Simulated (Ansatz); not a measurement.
# H3NZr: the cost of one run

The runs use Ansatz 0.2.0, Gaussian basis; def2-TZVPP, core rule «outside noble gas», up to 5 orbitals frozen.

To be run: UHF; CCSD(T) on RHF; CCSD(T) on UHF; CCSDT(Q) on RHF.

## (1) What is computed

The geometry is a PBE0/def2-TZVP stationary point (not a proven minimum). No spin-orbit coupling is included. Elements past krypton take def2 core potentials.

5 atoms, charge 0, spin multiplicity 1.

Atoms are counted from 1 here; the program's logs count them from 0.

Bond lengths: Zr1–N2 2.243 Å, N2–H3 1.025 Å, N2–H4 1.022 Å, N2–H5 1.022 Å. Angles: Zr1–N2–H3 102.6°, Zr1–N2–H4 113.7°, Zr1–N2–H5 113.7°, H3–N2–H4 109.1°, H3–N2–H5 109.1°, H4–N2–H5 108.3°.

## (2) UHF

Input file in.yaml:

```yaml
crystal:
  periodic: [false, false, false]
  atoms:
    - {symbol: Zr, position_ang: [0.000000, 0.000386, 0.362621]}
    - {symbol: N, position_ang: [-0.000001, 0.005526, -1.880403]}
    - {symbol: H, position_ang: [0.000095, -0.993912, -2.107000]}
    - {symbol: H, position_ang: [0.828533, 0.441180, -2.290710]}
    - {symbol: H, position_ang: [-0.828617, 0.441021, -2.290710]}
basis:
  gaussian: {orbitals: def2-TZVPP}
magnetization: {spin_polarized: true, initial_magnetization: 0}
hamiltonian: {xc: hf}
output: {orbitals: {seedname: orbitals}}
```

Command:

```
> ansatz run in.yaml --threads 1 --pin off --events-out ev --progress --plain --max-ram 4096MiB --backend cpu
```

What time and memory should one allow on 1 thread of AMD EPYC 7R13, shared host?

About 64 s, with a peak of 0.29 GiB.
